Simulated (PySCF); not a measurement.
# C3H7FOSi: electronic excitations at several levels of theory

Aim: compute the electronic excitations of C3H7FOSi (`C/C(F)=C\O[SiH3]`) at several levels, and see how far they spread and what each costs.

Programs: PySCF 2.14.0, with density-fitted response routines of our own. Each step states its level of theory. These are calculated values for one molecule in the gas phase, unless marked as measured. Atoms are numbered from 0 throughout.

## (1) The molecule as given

13 atoms, charge 0, multiplicity 1; geometry from: GFN2-xTB. The atoms were then displaced at random by about 0.01 Å, so the start is not that level's minimum.

Bonds of the start (Å): C0–C1 1.49, C1–F2 1.35, C1–C3 1.29, C3–O4 1.36, O4–Si5 1.63, C0–H6 1.11, C0–H7 1.10, C0–H8 1.08, C3–H9 1.10, Si5–H10 1.48, Si5–H11 1.45, Si5–H12 1.45.

## (2) Relaxing the molecule at PBE0-D3(BJ)/def2-SVP

What the job is given:

```
{"job": {"xc": "PBE0", "basis": "def2-SVP", "d3": "d3bj", "grid": 1, "shake": 0.01, "kind": "geom"}, "charge": 0, "multiplicity": 1}
C      2.174540     0.283170     0.112830
C      1.217020    -0.782390    -0.297190
F      1.815420    -1.921740    -0.714830
C     -0.071740    -0.758280    -0.303880
O     -0.801490     0.319650     0.079450
Si    -2.405260     0.614320     0.176940
H      1.587320     1.172740     0.418340
H      2.816410     0.581920    -0.731330
H      2.783460    -0.020880     0.950520
H     -0.668250    -1.630850    -0.610970
H     -3.051300    -0.339110     1.103890
H     -3.016940     0.481430    -1.133400
H     -2.373390     1.983140     0.667760
```

On the command line:

```sh
OMP_NUM_THREADS=1 python probes_run.py task.json out
```

This one command runs all jobs of the session in turn.

The program printed:

```text
step   0  E = -582.33081095  max force = 0.077267
step   1  E = -582.33810339  max force = 0.016666
step   2  E = -582.33776231  max force = 0.010350
step   3  E = -582.33857366  max force = 0.002966
step   4  E = -582.33863177  max force = 0.001338
step   5  E = -582.33865750  max force = 0.000586
step   6  E = -582.33867817  max force = 0.000580
step   7  E = -582.33868641  max force = 0.000772
step   8  E = -582.33869497  max force = 0.000690
step   9  E = -582.33870530  max force = 0.000804
step  10  E = -582.33872741  max force = 0.001556
step  11  E = -582.33875758  max force = 0.001796
step  12  E = -582.33877556  max force = 0.001082
step  13  E = -582.33879161  max force = 0.000753
step  14  E = -582.33879508  max force = 0.000747
step  15  E = -582.33880524  max force = 0.000972
step  16  E = -582.33882129  max force = 0.001030
step  17  E = -582.33883173  max force = 0.000429
optimisation converged
```

Wall time 1.7 min (1 thread of Arm Neoverse V1, shared host); peak memory 0.52 GiB.

Along the way: (the energy doesn't fall at every step)

```tsv
step	energy from step 0 (eV)	largest force component (eV/Å)
0	0.0000	3.9732
1	-0.1984	0.8570
2	-0.1892	0.5322
3	-0.2112	0.1525
4	-0.2128	0.0688
5	-0.2135	0.0301
6	-0.2141	0.0298
7	-0.2143	0.0397
8	-0.2145	0.0355
9	-0.2148	0.0413
10	-0.2154	0.0800
11	-0.2162	0.0924
12	-0.2167	0.0556
13	-0.2172	0.0387
14	-0.2173	0.0384
15	-0.2175	0.0500
16	-0.2180	0.0530
17	-0.2183	0.0221
```

Close pairs (by a distance rule), those that changed most:

```tsv
bond	before (Å)	after (Å)	change (Å)
C1–C3	1.289	1.336	+0.047
Si5–H11	1.452	1.495	+0.043
O4–Si5	1.634	1.676	+0.043
Si5–H12	1.455	1.485	+0.031
C0–H8	1.079	1.102	+0.023
Si5–H10	1.478	1.494	+0.015
C0–H6	1.109	1.097	-0.012
C1–F2	1.353	1.342	-0.011
```

The final coordinates are the input of the step that follows.

```tsv
at the end point	value
point group (found at 0.08 Å tolerance)	C1
rotational constants (GHz, main isotopes)	7.688, 1.246, 1.105
dipole moment (D)	1.36
```

## (3) Excited states and response: PBE0/def2-SVP

What the job is given:

```
{"job": {"kind": "uv", "xc": "PBE0", "basis": "def2-SVP"}, "charge": 0, "multiplicity": 1}
C      2.187703    -0.020243     0.104772
C      1.110114    -0.915208    -0.371940
F      1.520584    -2.141818    -0.730031
C     -0.191208    -0.633495    -0.486880
O     -0.686392     0.594992    -0.186292
Si    -2.268505     0.892563     0.280279
H      1.772348     0.961032     0.364734
H      2.956011     0.109799    -0.674573
H      2.685908    -0.447722     0.990223
H     -0.882299    -1.396846    -0.864750
H     -2.534025     0.357967     1.649590
H     -3.206261     0.239665    -0.683519
H     -2.423509     2.369547     0.255323
```

With the program's defaults for keys left out, this is: TDDFT PBE0/def2-SVP, vertical, gas phase, core orbitals frozen in the response.

The program printed:

```text
coarse grid: 11400 points
cycle   1  E = -582.1626731374  dE =  5.909e-01  |g| = 6.835e-01  |ddm| = 3.610e+00
cycle   2  E = -582.0450168790  dE =  1.177e-01  |g| = 1.044e+00  |ddm| = 1.531e+00
cycle   3  E = -582.2453412437  dE = -2.003e-01  |g| = 1.281e-01  |ddm| = 1.029e+00
cycle   4  E = -582.2483772677  dE = -3.036e-03  |g| = 5.491e-02  |ddm| = 1.796e-01
cycle   5  E = -582.2489783949  dE = -6.011e-04  |g| = 1.462e-02  |ddm| = 6.042e-02
cycle   6  E = -582.2490270187  dE = -4.862e-05  |g| = 3.740e-03  |ddm| = 1.588e-02
cycle   7  E = -582.2490300621  dE = -3.043e-06  |g| = 8.011e-04  |ddm| = 3.568e-03
final grid: 105968 points
cycle   8  E = -582.3306639072  dE = -1.564e-05  |g| = 7.982e-03  |ddm| = 2.060e-02
cycle   9  E = -582.3306496962  dE =  1.421e-05  |g| = 1.185e-02  |ddm| = 1.607e-02
cycle  10  E = -582.3306765525  dE = -2.686e-05  |g| = 1.157e-03  |ddm| = 9.993e-03
cycle  11  E = -582.3306768623  dE = -3.098e-07  |g| = 2.389e-04  |ddm| = 1.232e-03
cycle  12  E = -582.3306768732  dE = -1.097e-08  |g| = 9.140e-05  |ddm| = 3.181e-04
cycle  13  E = -582.3306768751  dE = -1.813e-09  |g| = 1.379e-05  |ddm| = 9.593e-05
cycle  14  E = -582.3306768751  dE = -4.729e-11  |g| = 5.043e-06  |ddm| = 1.959e-05
converged SCF energy = -582.3306768751

Static polarisability (au): isotropic 60.926, principal 45.703 55.228 81.847

Singlet excitations
state   eV       nm        f      main configurations
  1   5.5537    223.2   0.00113   H->L 0.98
  2   6.7441    183.8   0.36806   H->L+1 0.82, H->L+2 0.09
  3   7.2261    171.6   0.13700   H->L+2 0.89
  4   7.6480    162.1   0.05255   H->L+3 0.62, H->L+5 0.15, H->L+4 0.10
  5   7.7192    160.6   0.01555   H->L+4 0.82, H->L+3 0.10
  6   7.8762    157.4   0.02610   H->L+5 0.69, H->L+3 0.12
  7   7.9251    156.4   0.01532   H->L+6 0.72, H->L+5 0.09
  8   8.0887    153.3   0.01804   H-1->L 0.84
  9   8.3979    147.6   0.00552   H-1->L+1 0.84, H-3->L+1 0.08
 10   8.5652    144.8   0.00783   H-2->L 0.96

Triplet excitations (Tamm-Dancoff, eV): 4.1171 5.3605 6.9770 7.2309
```

It took 15 s on 1 thread of Arm Neoverse V1, shared host; peak memory 0.63 GiB.

The orbitals next to the gap, with their largest atomic shares:

```tsv
orbital	eV	atoms
HOMO−3	-10.08	Si5 21 %, F2 20 %, H11 13 %
HOMO−2	-9.68	Si5 31 %, H10 29 %, H12 16 %
HOMO−1	-9.15	O4 43 %, H11 16 %, Si5 13 %
HOMO	-6.33	C3 31 %, C1 31 %, O4 19 %
LUMO	0.46	Si5 75 %, O4 8 %
LUMO+1	0.86	C1 33 %, C3 32 %, Si5 11 %
LUMO+2	1.99	Si5 55 %, H12 15 %, H10 10 %
```

With each of the 10 states as a Gaussian band of 0.4 eV half-width at 1/e, the curve within the window shown has maxima at 183 nm (ε 16,000) L/(mol cm). Beyond the last state computed it falls off for lack of states. The curve at chosen wavelengths:

(nm, ε (L/mol/cm)): (140, 260), (144, 677), (149, 1648), (153, 3036), (158, 4892), (162, 5959), (166, 7122), (171, 9525), (175, 12371), (180, 15813), (184, 16212), (188, 13570), (193, 8114), (197, 4329), (202, 1558), (206, 590), (210, 210), (215, 74), (219, 53), (224, 47), (228, 43), (232, 35), (237, 24), (241, 16), (246, 9), (250, 5)

Ground-state properties from the same run:

```tsv
property	computed
dipole moment (D)	1.36
polarisability (Å³)	9.03
HOMO–LUMO gap (eV)	6.79
−ε(HOMO) (eV)	6.33
```

## (4) Excited states and response: PBE0/def2-TZVP

Settings changed since step 3:

```diff
@@ -1,2 +1,2 @@
-{"job": {"kind": "uv", "xc": "PBE0", "basis": "def2-SVP"}, "charge": 0, "multiplicity": 1}
+{"job": {"kind": "uv", "xc": "PBE0", "basis": "def2-TZVP"}, "charge": 0, "multiplicity": 1}
 C      2.187703    -0.020243     0.104772
```

Level: TDDFT PBE0/def2-TZVP, vertical, gas phase, core orbitals frozen in the response.

The program printed:

```text
coarse grid: 11400 points
cycle   1  E = -582.6884644955  dE =  6.194e-01  |g| = 7.234e-01  |ddm| = 2.748e+00
cycle   2  E = -582.5509889517  dE =  1.375e-01  |g| = 1.136e+00  |ddm| = 1.209e+00
cycle   3  E = -582.7735927458  dE = -2.226e-01  |g| = 1.397e-01  |ddm| = 8.613e-01
cycle   4  E = -582.7768446710  dE = -3.252e-03  |g| = 6.502e-02  |ddm| = 1.488e-01
cycle   5  E = -582.7776178043  dE = -7.731e-04  |g| = 1.763e-02  |ddm| = 5.615e-02
cycle   6  E = -582.7776803106  dE = -6.251e-05  |g| = 4.682e-03  |ddm| = 1.371e-02
cycle   7  E = -582.7776850594  dE = -4.749e-06  |g| = 7.118e-04  |ddm| = 3.261e-03
final grid: 105968 points
cycle   8  E = -582.7740507735  dE = -4.981e-05  |g| = 8.032e-03  |ddm| = 4.725e-02
cycle   9  E = -582.7740374556  dE =  1.332e-05  |g| = 1.173e-02  |ddm| = 1.066e-02
cycle  10  E = -582.7740622991  dE = -2.484e-05  |g| = 1.462e-03  |ddm| = 6.894e-03
cycle  11  E = -582.7740627261  dE = -4.271e-07  |g| = 3.383e-04  |ddm| = 1.149e-03
cycle  12  E = -582.7740627455  dE = -1.932e-08  |g| = 1.752e-04  |ddm| = 3.432e-04
cycle  13  E = -582.7740627515  dE = -6.067e-09  |g| = 1.730e-05  |ddm| = 1.446e-04
cycle  14  E = -582.7740627516  dE = -6.412e-11  |g| = 4.296e-06  |ddm| = 1.740e-05
converged SCF energy = -582.7740627516

Static polarisability (au): isotropic 68.038, principal 52.976 61.844 89.293

Singlet excitations
state   eV       nm        f      main configurations
  1   5.2367    236.8   0.00070   H->L 0.99
  2   6.3819    194.3   0.23776   H->L+1 0.81
  3   6.8575    180.8   0.07452   H->L+2 0.85, H->L+3 0.09
  4   6.9548    178.3   0.05694   H->L+3 0.55, H->L+5 0.31
  5   7.2032    172.1   0.01519   H->L+4 0.48, H->L+5 0.40, H->L+3 0.10
  6   7.2589    170.8   0.11242   H->L+4 0.42, H->L+5 0.28, H->L+3 0.16
  7   7.6466    162.1   0.02560   H->L+6 0.64, H-1->L 0.15, H->L+7 0.10
  8   7.7434    160.1   0.02381   H-1->L 0.81, H->L+6 0.14
  9   8.1579    152.0   0.00247   H-2->L 0.82, H->L+7 0.10
 10   8.1875    151.4   0.01403   H->L+7 0.74, H-2->L 0.14

Triplet excitations (Tamm-Dancoff, eV): 4.0608 5.0730 6.5958 6.7265
```

Wall time 40 s (1 thread of Arm Neoverse V1, shared host); peak memory 0.89 GiB.

In short: HOMO -6.42 eV, LUMO -0.01 eV; lowest singlet 5.24 eV.

## (5) Ultraviolet spectrum: PBE0/aug-cc-pVDZ

Settings changed since step 4:

```diff
@@ -1,2 +1,2 @@
-{"job": {"kind": "uv", "xc": "PBE0", "basis": "def2-TZVP"}, "charge": 0, "multiplicity": 1}
+{"job": {"kind": "uv", "xc": "PBE0", "basis": "aug-cc-pVDZ"}, "charge": 0, "multiplicity": 1}
 C      2.187703    -0.020243     0.104772
```

Level: TDDFT PBE0/aug-cc-pVDZ, vertical, gas phase, core orbitals frozen in the response.

The program printed:

```text
coarse grid: 11400 points
cycle   1  E = -582.5811901653  dE =  6.657e-01  |g| = 6.634e-01  |ddm| = 9.344e+00
cycle   2  E = -582.4522455776  dE =  1.289e-01  |g| = 1.057e+00  |ddm| = 2.471e+00
cycle   3  E = -582.6597611455  dE = -2.075e-01  |g| = 1.285e-01  |ddm| = 1.489e+00
cycle   4  E = -582.6628143960  dE = -3.053e-03  |g| = 5.706e-02  |ddm| = 2.841e-01
cycle   5  E = -582.6634548737  dE = -6.405e-04  |g| = 1.557e-02  |ddm| = 1.052e-01
cycle   6  E = -582.6635077126  dE = -5.284e-05  |g| = 3.991e-03  |ddm| = 4.144e-02
cycle   7  E = -582.6635113104  dE = -3.598e-06  |g| = 6.715e-04  |ddm| = 8.342e-03
final grid: 105968 points
cycle   8  E = -582.6728139670  dE = -2.066e-05  |g| = 7.711e-03  |ddm| = 1.720e-01
cycle   9  E = -582.6728016311  dE =  1.234e-05  |g| = 1.127e-02  |ddm| = 3.725e-02
cycle  10  E = -582.6728261726  dE = -2.454e-05  |g| = 1.246e-03  |ddm| = 1.807e-02
cycle  11  E = -582.6728265164  dE = -3.438e-07  |g| = 2.692e-04  |ddm| = 2.808e-03
cycle  12  E = -582.6728265297  dE = -1.328e-08  |g| = 1.235e-04  |ddm| = 6.033e-04
cycle  13  E = -582.6728265327  dE = -3.065e-09  |g| = 1.637e-05  |ddm| = 2.161e-04
cycle  14  E = -582.6728265328  dE = -6.662e-11  |g| = 3.990e-06  |ddm| = 6.264e-05
converged SCF energy = -582.6728265328

Static polarisability (au): isotropic 72.509, principal 57.179 66.230 94.117

Singlet excitations
state   eV       nm        f      main configurations
  1   5.0177    247.1   0.00056   H->L 0.98
  2   5.5860    222.0   0.01070   H->L+1 0.89
  3   5.8643    211.4   0.03210   H->L+2 0.68, H->L+3 0.20
  4   5.9941    206.8   0.06210   H->L+3 0.61, H->L+4 0.19, H->L+2 0.12
  5   6.1188    202.6   0.07815   H->L+4 0.72, H->L+3 0.11
  6   6.3119    196.4   0.06822   H->L+5 0.92
  7   6.4885    191.1   0.01813   H->L+6 0.93
  8   6.7299    184.2   0.00242   H->L+7 0.45, H->L+8 0.26, H->L+9 0.08
  9   6.8860    180.1   0.01299   H->L+8 0.61, H->L+7 0.35
 10   7.0178    176.7   0.00899   H->L+9 0.74, H->L+7 0.12, H->L+10 0.09

Triplet excitations (Tamm-Dancoff, eV): 4.0217 4.8844 5.4910 5.8408
```

Wall time 33 s (1 thread of Arm Neoverse V1, shared host); peak memory 0.85 GiB.

Key values: HOMO -6.42 eV, LUMO -0.29 eV; lowest singlet 5.02 eV.

## (6) Ultraviolet spectrum: PBE0/def2-TZVPD

Settings changed since step 5:

```diff
@@ -1,2 +1,2 @@
-{"job": {"kind": "uv", "xc": "PBE0", "basis": "aug-cc-pVDZ"}, "charge": 0, "multiplicity": 1}
+{"job": {"kind": "uv", "xc": "PBE0", "basis": "def2-TZVPD"}, "charge": 0, "multiplicity": 1}
 C      2.187703    -0.020243     0.104772
```

Level: TDDFT PBE0/def2-TZVPD, vertical, gas phase, core orbitals frozen in the response.

The program printed:

```text
coarse grid: 11400 points
cycle   1  E = -582.6902948939  dE =  6.202e-01  |g| = 7.227e-01  |ddm| = 3.792e+00
cycle   2  E = -582.5497823953  dE =  1.405e-01  |g| = 1.143e+00  |ddm| = 3.083e+00
cycle   3  E = -582.7753148530  dE = -2.255e-01  |g| = 1.395e-01  |ddm| = 1.536e+00
cycle   4  E = -582.7785351261  dE = -3.220e-03  |g| = 6.614e-02  |ddm| = 3.321e-01
cycle   5  E = -582.7793360747  dE = -8.009e-04  |g| = 1.779e-02  |ddm| = 2.093e-01
cycle   6  E = -582.7793989713  dE = -6.290e-05  |g| = 4.744e-03  |ddm| = 3.787e-02
cycle   7  E = -582.7794038614  dE = -4.890e-06  |g| = 6.993e-04  |ddm| = 8.446e-03
final grid: 105968 points
cycle   8  E = -582.7757822597  dE = -5.295e-05  |g| = 8.082e-03  |ddm| = 2.732e-01
cycle   9  E = -582.7757687223  dE =  1.354e-05  |g| = 1.182e-02  |ddm| = 1.692e-02
cycle  10  E = -582.7757939314  dE = -2.521e-05  |g| = 1.482e-03  |ddm| = 9.355e-03
cycle  11  E = -582.7757943701  dE = -4.387e-07  |g| = 3.442e-04  |ddm| = 1.862e-03
cycle  12  E = -582.7757943900  dE = -1.990e-08  |g| = 1.802e-04  |ddm| = 1.258e-03
cycle  13  E = -582.7757943964  dE = -6.398e-09  |g| = 1.794e-05  |ddm| = 4.717e-04
cycle  14  E = -582.7757943965  dE = -6.844e-11  |g| = 4.057e-06  |ddm| = 4.067e-05
converged SCF energy = -582.7757943965

Static polarisability (au): isotropic 72.134, principal 56.905 66.005 93.492

Singlet excitations
state   eV       nm        f      main configurations
  1   5.0798    244.1   0.00024   H->L 0.98
  2   5.8440    212.2   0.01351   H->L+1 0.80, H->L+2 0.09
  3   6.0880    203.7   0.15030   H->L+2 0.68, H->L+1 0.10, H->L+4 0.10
  4   6.2406    198.7   0.01459   H->L+3 0.83, H->L+2 0.08
  5   6.5089    190.5   0.12060   H->L+4 0.84
  6   6.5918    188.1   0.02011   H->L+5 0.89
  7   6.9148    179.3   0.03489   H->L+6 0.83
  8   7.1497    173.4   0.01880   H->L+7 0.85
  9   7.4641    166.1   0.12772   H->L+8 0.80
 10   7.5940    163.3   0.01591   H-1->L 0.91

Triplet excitations (Tamm-Dancoff, eV): 4.0197 4.9414 5.7378 6.1526
```

Run time: 59 s. Hardware: 1 thread of Arm Neoverse V1, shared host; peak memory 1.1 GiB.

This run: HOMO -6.46 eV, LUMO -0.23 eV; lowest singlet 5.08 eV.

## (7) Ultraviolet spectrum: PBE0/6-31+G*

Settings changed since step 6:

```diff
@@ -1,2 +1,2 @@
-{"job": {"kind": "uv", "xc": "PBE0", "basis": "def2-TZVPD"}, "charge": 0, "multiplicity": 1}
+{"job": {"kind": "uv", "xc": "PBE0", "basis": "6-31+G*"}, "charge": 0, "multiplicity": 1}
 C      2.187703    -0.020243     0.104772
```

With the program's defaults for keys left out, this is: TDDFT PBE0/6-31+G*, vertical, gas phase, core orbitals frozen in the response.

The program printed:

```text
coarse grid: 11400 points
cycle   1  E = -582.5937913557  dE =  6.411e-01  |g| = 6.465e-01  |ddm| = 4.019e+00
cycle   2  E = -582.4758026742  dE =  1.180e-01  |g| = 1.020e+00  |ddm| = 3.527e+00
cycle   3  E = -582.6704146624  dE = -1.946e-01  |g| = 1.234e-01  |ddm| = 2.763e+00
cycle   4  E = -582.6732437348  dE = -2.829e-03  |g| = 5.459e-02  |ddm| = 2.513e-01
cycle   5  E = -582.6738409697  dE = -5.972e-04  |g| = 1.499e-02  |ddm| = 7.326e-02
cycle   6  E = -582.6738912113  dE = -5.024e-05  |g| = 3.594e-03  |ddm| = 1.909e-02
cycle   7  E = -582.6738941923  dE = -2.981e-06  |g| = 5.504e-04  |ddm| = 6.130e-03
final grid: 105968 points
cycle   8  E = -582.6288303652  dE = -1.466e-05  |g| = 8.022e-03  |ddm| = 6.060e-02
cycle   9  E = -582.6288165629  dE =  1.380e-05  |g| = 1.184e-02  |ddm| = 2.363e-02
cycle  10  E = -582.6288436292  dE = -2.707e-05  |g| = 1.193e-03  |ddm| = 1.512e-02
cycle  11  E = -582.6288439500  dE = -3.209e-07  |g| = 2.472e-04  |ddm| = 2.213e-03
cycle  12  E = -582.6288439610  dE = -1.095e-08  |g| = 1.166e-04  |ddm| = 4.682e-04
cycle  13  E = -582.6288439638  dE = -2.789e-09  |g| = 1.239e-05  |ddm| = 1.637e-04
cycle  14  E = -582.6288439638  dE = -3.479e-11  |g| = 3.620e-06  |ddm| = 4.303e-05
converged SCF energy = -582.6288439638

Static polarisability (au): isotropic 65.459, principal 51.371 59.493 85.514

Singlet excitations
state   eV       nm        f      main configurations
  1   5.0621    244.9   0.00084   H->L 0.98
  2   5.8312    212.6   0.01932   H->L+1 0.91
  3   6.2051    199.8   0.01624   H->L+3 0.79, H->L+2 0.11
  4   6.3802    194.3   0.08498   H->L+4 0.42, H->L+2 0.40
  5   6.4848    191.2   0.14302   H->L+4 0.46, H->L+2 0.31
  6   6.7681    183.2   0.06210   H->L+5 0.86
  7   6.9471    178.5   0.03978   H->L+7 0.77, H->L+6 0.10
  8   7.0543    175.8   0.03238   H->L+6 0.77, H->L+7 0.12
  9   7.4941    165.4   0.00872   H->L+8 0.61, H->L+9 0.30
 10   7.5197    164.9   0.02210   H->L+9 0.61, H->L+8 0.31

Triplet excitations (Tamm-Dancoff, eV): 4.0620 4.9241 5.7272 6.1359
```

Run time: 16 s. Hardware: 1 thread of Arm Neoverse V1, shared host; peak memory 0.67 GiB.

This run: HOMO -6.42 eV, LUMO -0.23 eV; lowest singlet 5.06 eV.

## (8) Comparing the runs: electronic excitations

Excitations and ground-state properties, with basis size and wall time:

```tsv
run	lowest singlet (eV)	brightest (eV)	f	gap (eV)	α (Å³)	μ (D)	functions	time
PBE0/def2-SVP	5.55	6.74	0.368	6.79	9.03	1.36	123	15 s
PBE0/def2-TZVP	5.24	6.38	0.238	6.41	10.08	1.38	234	40 s
PBE0/aug-cc-pVDZ	5.02	6.12	0.078	6.13	10.74	1.50	205	33 s
PBE0/def2-TZVPD	5.08	6.09	0.150	6.22	10.69	1.43	297	59 s
PBE0/6-31+G*	5.06	6.48	0.143	6.19	9.70	1.56	126	16 s
```

## (9) Outcome

| quantity | value |
| --- | --- |
| point group | C1 |
| rotational constants (main isotopes) | 7.69, 1.25, 1.10 GHz |
| lowest singlet (PBE0/def2-SVP) | 5.55 eV (223 nm), f = 0.001 |
| brightest single state of those computed | state 2, 6.74 eV, f = 0.368 |
| lowest triplet | 4.12 eV |
| range of the lowest singlet | 5.02 to 5.55 eV |

In words: Single values in the summary come from the first run of each kind that ended normally (PBE0/def2-SVP), which need not be the best level. Relaxing lowered the energy by 0.218 eV in 17 steps; the close pair that moved most is C1–C3, from 1.289 to 1.336 Å. The first singlet state (HOMO→LUMO 0.98) lies at 5.55 eV and is weak; of the 10 states computed, the strongest absorption comes from state 2 at 6.74 eV. The lowest triplet lies 1.44 eV below the lowest singlet (triplets in Tamm-Dancoff, singlets in full TDDFT). States above −ε(HOMO) lie where TDDFT describes them poorly and they hang on the basis; the brightest is among them. The basis of PBE0/def2-SVP has no diffuse functions, so Rydberg states are missing and the high states are unreliable. The lowest singlet runs from 5.02 eV (PBE0/aug-cc-pVDZ) to 5.55 eV (PBE0/def2-SVP), while the orbital gap spans 6.13 to 6.79 eV. The lowest state need not be the same one in every run.
